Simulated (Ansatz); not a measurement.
# C5H8OS: the cost of one run

Program: Ansatz 0.2.0. Level of theory: RKS PBE-D4/6-31G*. These are calculated values, not measurements.

### Step 1. The system as given

Bond lengths (14 of 15 bonds, heavy atoms first): C1–C2 1.513 Å, C2–C3 1.323 Å, C3–O4 1.424 Å, O4–C5 1.446 Å, C5–C6 1.535 Å, C2–S7 1.732 Å, C5–S7 1.806 Å, C1–H8 1.060 Å, C1–H9 1.113 Å, C1–H10 1.101 Å, C3–H11 1.110 Å, C5–H12 1.112 Å, C6–H13 1.140 Å, C6–H14 1.072 Å. Angles (14 of 26 angles, heavy atoms first): C1–C2–C3 126.5°, C1–C2–S7 122.5°, C3–C2–S7 111.0°, C2–C3–O4 120.6°, C3–O4–C5 105.9°, O4–C5–C6 109.4°, O4–C5–S7 111.8°, C6–C5–S7 112.3°, C2–S7–C5 90.4°, C2–C1–H8 110.1°, C2–C1–H9 105.6°, C2–C1–H10 109.8°, C2–C3–H11 127.3°, O4–C3–H11 111.7°.

Coordinates:

```xyz
15

C    -0.4724   -2.6218    0.1665
C    -0.0720   -1.1631    0.1595
C     0.0583   -0.3777    1.2165
O     0.5883    0.9367    1.0827
C     0.7476    1.1578   -0.3378
C    -0.0884    2.3730   -0.7614
S     0.3431   -0.3194   -1.2956
H     0.2824   -3.2091   -0.2908
H    -1.4395   -2.6698   -0.3826
H    -0.7185   -2.9360    1.1929
H    -0.0964   -0.6519    2.2807
H     1.8310    1.3866   -0.4348
H    -1.2062    2.2107   -0.6067
H     0.0456    2.6099   -1.7984
H     0.1753    3.2233   -0.1613
```

### Step 2. End point A

Contents of input.yaml:

```yaml
crystal:
  periodic: [false, false, false]
  atoms:
    - { symbol: C, position_ang: [-0.4724, -2.6218, 0.1665] }
    - { symbol: C, position_ang: [-0.072, -1.1631, 0.1595] }
    - { symbol: C, position_ang: [0.0583, -0.3777, 1.2165] }
    - { symbol: O, position_ang: [0.5883, 0.9367, 1.0827] }
    - { symbol: C, position_ang: [0.7476, 1.1578, -0.3378] }
    - { symbol: C, position_ang: [-0.0884, 2.373, -0.7614] }
    - { symbol: S, position_ang: [0.3431, -0.3194, -1.2956] }
    - { symbol: H, position_ang: [0.2824, -3.2091, -0.2908] }
    - { symbol: H, position_ang: [-1.4395, -2.6698, -0.3826] }
    - { symbol: H, position_ang: [-0.7185, -2.936, 1.1929] }
    - { symbol: H, position_ang: [-0.0964, -0.6519, 2.2807] }
    - { symbol: H, position_ang: [1.831, 1.3866, -0.4348] }
    - { symbol: H, position_ang: [-1.2062, 2.2107, -0.6067] }
    - { symbol: H, position_ang: [0.0456, 2.6099, -1.7984] }
    - { symbol: H, position_ang: [0.1753, 3.2233, -0.1613] }
basis:
  gaussian: { orbitals: "6-31G*" }
hamiltonian:
  xc: pbe
  dispersion: d4
relax:
  f_tol: 0.015
  max_steps: 40
output:
  orbitals: {}
```

Run with:

```sh
> ansatz run input.yaml --threads 2 --pin off --max-ram 3072MiB --backend cpu --events-out ev --progress --plain --runs-dir out
```

**Question.** How long does this run take on 2 threads of Intel Xeon Platinum 8488C (Sapphire Rapids), shared host, and how much memory does it need?

About 28 s, with a peak of 0.19 GiB.
